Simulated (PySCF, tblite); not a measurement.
# C5H14FNSi2: geometry, infrared bands and NMR shifts

Aim: predict the infrared bands and NMR shifts of C5H14FNSi2 (`C[C@H]([SiH3])N([SiH2]F)C1CC1`).

Computed with tblite 0.8.0 and PySCF 2.14.0, with density-fitted response routines of our own, on a single molecule in the gas phase. Atoms are numbered from 0 throughout.

## (1) The molecule as given

23 atoms, charge 0, multiplicity 1; geometry from: force field or distance geometry start.

Bonds of the start (Å): C0–C1 1.50, C1–Si2 1.86, C1–N3 1.41, N3–Si4 1.78, Si4–F5 1.69, N3–C6 1.41, C6–C7 1.52, C7–C8 1.53, C8–C6 1.51, C0–H9 1.12, C0–H10 1.09, C0–H11 1.15, C1–H12 1.12, Si2–H13 1.47, Si2–H14 1.48, Si2–H15 1.47, Si4–H16 1.47, Si4–H17 1.47, C6–H18 1.13, C7–H19 1.11, C7–H20 1.10, C8–H21 1.12, C8–H22 1.09.

## (2) Optimising the geometry with GFN2-xTB

The job: settings as JSON, then the geometry in Å.

```
{"job": {"kind": "relax", "xc": "GFN2-xTB", "basis": "xTB"}, "charge": 0, "multiplicity": 1}
C     -0.401600     1.928400     0.101000
C     -0.770800     0.571800    -0.430100
Si    -2.582700     0.314600    -0.081800
N      0.032400    -0.507800     0.003800
Si    -0.703800    -2.118200    -0.201800
F     -1.775800    -2.116500    -1.513800
C      1.368700    -0.398200    -0.423100
C      2.187500     0.702300     0.220700
C      2.579100    -0.763700     0.395500
H     -0.353800     1.879800     1.221600
H      0.494500     2.353200    -0.348300
H     -1.266300     2.623300    -0.185600
H     -0.663600     0.616500    -1.541100
H     -3.191200    -0.335100    -1.248500
H     -3.188300     1.663100     0.045400
H     -2.807100    -0.440500     1.156200
H      0.357800    -3.111800    -0.443900
H     -1.457600    -2.525400     0.988600
H      1.473300    -0.511700    -1.544800
H      1.893500     1.169600     1.177900
H      2.800600     1.337000    -0.440900
H      3.471100    -1.070000    -0.200300
H      2.499300    -1.233700     1.380800
```

Launch:

```bash
> OMP_NUM_THREADS=1 python probes_run.py task.json out
```

This one command runs all jobs of the session in turn.

**Question.** This job is followed by: GFN2-xTB harmonic vibrations, gas phase; GIAO PBE0/pcSseg-1 NMR shielding, non-relativistic, gas phase. Predict these results of the whole session: strongest single infrared mode (GFN2-xTB); zero-point energy (GFN2-xTB); ¹³C shifts against TMS (PBE0/pcSseg-1); ¹H shifts against TMS (PBE0/pcSseg-1, means over atoms taken as alike); ²⁹Si shifts against TMS (PBE0/pcSseg-1); ¹⁵N shifts against NH3 (PBE0/pcSseg-1); ¹⁹F shifts against CFCl3 (PBE0/pcSseg-1).

As calculated:

| quantity | value |
| --- | --- |
| strongest single infrared mode (GFN2-xTB) | 821 cm⁻¹, 399 km/mol |
| zero-point energy (GFN2-xTB) | 110.2 kcal/mol |
| ¹³C shifts against TMS (PBE0/pcSseg-1) | 48.0, 36.6, 19.7, 7.5, 1.4 ppm |
| ¹H shifts against TMS (PBE0/pcSseg-1, means over atoms taken as alike) | 5.37, 5.26, 4.02, 2.67, 2.17, 1.44, 0.57, 0.47, 0.38, 0.18 ppm |
| ²⁹Si shifts against TMS (PBE0/pcSseg-1) | -16.2, -56.8 ppm |
| ¹⁵N shifts against NH3 (PBE0/pcSseg-1) | 48.3 ppm |
| ¹⁹F shifts against CFCl3 (PBE0/pcSseg-1) | -211.7 ppm |

**Reading.** The optimisation took 243 steps and gained 1.182 eV; among the close pairs (by a distance rule), Si4–F5 changed most, from 1.694 to 1.610 Å. No mode is imaginary among the 63: a minimum at this level. The strongest single mode, at 821 cm⁻¹, is spread over many atoms; the largest shares are those of F5, Si4. Unscaled tight-binding wavenumbers are off by several per cent, some by more. Its intensities can rank the bands wrongly. At PBE0/pcSseg-1: Shielding is most anisotropic at Si2 (span 105 ppm, paramagnetic term -474 ppm).
